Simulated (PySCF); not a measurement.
# UTPSSh/def2-SVPD run of CH4GaSe (SMILES [CH3][Ga][SeH])

What is the vertical ionisation energy of CH4GaSe at UTPSSh/def2-SVPD? The job is set up through a Python script.

The calculation is run with PySCF 2.14.0.

## (1) Starting point

CH4GaSe has 7 atoms, charge 0, and is taken as a doublet. SMILES: `[CH3][Ga][SeH]`. The coordinates come from a PBE0-D4/def2-TZVP relaxation. This is one conformer, not always the lowest.

Bond lengths: C1–Ga2 1.995 Å, Ga2–Se3 2.367 Å, C1–H4 1.093 Å, C1–H5 1.093 Å, C1–H6 1.089 Å, Se3–H7 1.468 Å. Angles: C1–Ga2–Se3 115.7°, Ga2–C1–H4 108.5°, Ga2–C1–H5 108.5°, Ga2–C1–H6 111.8°, Ga2–Se3–H7 93.4°, H4–C1–H5 108.9°, H4–C1–H6 109.6°, H5–C1–H6 109.6°.

## (2) The energy at UTPSSh/def2-SVPD

start.xyz reads:

```xyz
7
CH4GaSe
C     -1.030500     0.699400    -0.379900
Ga    -0.092300    -0.801800     0.540800
Se     2.267300    -0.809900     0.350500
H     -0.666500     1.642000     0.036200
H     -0.781900     0.662500    -1.443400
H     -2.110600     0.638700    -0.255400
H      2.414600    -2.030900     1.151200
```

run.py reads:

```python
from pyscf import gto, dft

system = gto.M(
    atom='start.xyz',
    max_memory=1860,
    basis='def2-svpd',
    charge=0,
    spin=1,
    verbose=3,
)

mf = dft.UKS(system)
mf.xc = 'tpssh'
mf.conv_tol = 1e-10
mf.grids.level = 4
mf.kernel()
if not mf.converged:
    mf = mf.newton().run(mf.mo_coeff, mf.mo_occ)

etot = mf.e_tot
print('Final energy', etot)
```

Run with:

```console
OMP_NUM_THREADS=1 python run.py
```

Standard output:

```text
WARN: HOMO -0.169735304648439 >= LUMO -0.169735304648438

converged SCF energy = -4366.29146620389  <S^2> = 0.7532021  2S+1 = 2.0031995
Final energy -4366.291466203888
```

Run time: 1.7 min. Hardware: 1 thread of Arm Neoverse V2, shared host; peak memory 0.84 GiB.

## (3) The singlet cation

input.py reads:

```python
from pyscf import gto, dft

mol = gto.M(
    atom=[
    ('C', (-1.030500, 0.699400, -0.379900)),
    ('Ga', (-0.092300, -0.801800, 0.540800)),
    ('Se', (2.267300, -0.809900, 0.350500)),
    ('H', (-0.666500, 1.642000, 0.036200)),
    ('H', (-0.781900, 0.662500, -1.443400)),
    ('H', (-2.110600, 0.638700, -0.255400)),
    ('H', (2.414600, -2.030900, 1.151200)),
],
    verbose=3,
    charge=1,
    spin=0,
    basis='def2-svpd',
    max_memory=1860,
)

mf = dft.RKS(mol)
mf.xc = 'tpssh'
mf.conv_tol = 1e-10
mf.grids.level = 4
mf.kernel()
if not mf.converged:
    mf = mf.newton().run(mf.mo_coeff, mf.mo_occ)

etot = mf.e_tot
print('Final energy', etot)
```

Run with:

```console
OMP_NUM_THREADS=1 python input.py
```

Standard output:

```text
converged SCF energy = -4366.01440242657
Final energy -4366.01440242657
```

Wall time 46 s (1 thread of Arm Neoverse V2, shared host); peak memory 0.81 GiB.

## (4) Outcome

Level: UTPSSh/def2-SVPD.

```
                                           quantity           value
                      doublet CH4GaSe: total energy  -4366.29147 Eh
                     doublet CH4GaSe: dipole moment          1.51 D
doublet CH4GaSe: HOMO energy (highest over α and β)        -5.12 eV
 doublet CH4GaSe: LUMO energy (lowest over α and β)        -3.16 eV
                              doublet CH4GaSe: ⟨S²⟩           0.753
                       singlet cation: total energy  -4366.01440 Eh
                        singlet cation: HOMO energy       -11.88 eV
                        singlet cation: LUMO energy        -9.83 eV
                      singlet cation: HOMO–LUMO gap         2.04 eV
 vertical ionisation energy (to the singlet cation)        7.539 eV
```

**Reading.** The vertical ionisation energy comes to 7.54 eV (174 kcal/mol). Only the singlet of the ionised species was computed; a triplet could lie lower. Mulliken charges (doublet CH4GaSe) run from -0.48 on Se3 to +0.45 on Ga2; in a basis this large or diffuse they mean little. Mulliken charges (singlet cation) run from -0.22 on Se3 to +0.90 on Ga2; in a basis this large or diffuse they mean little.
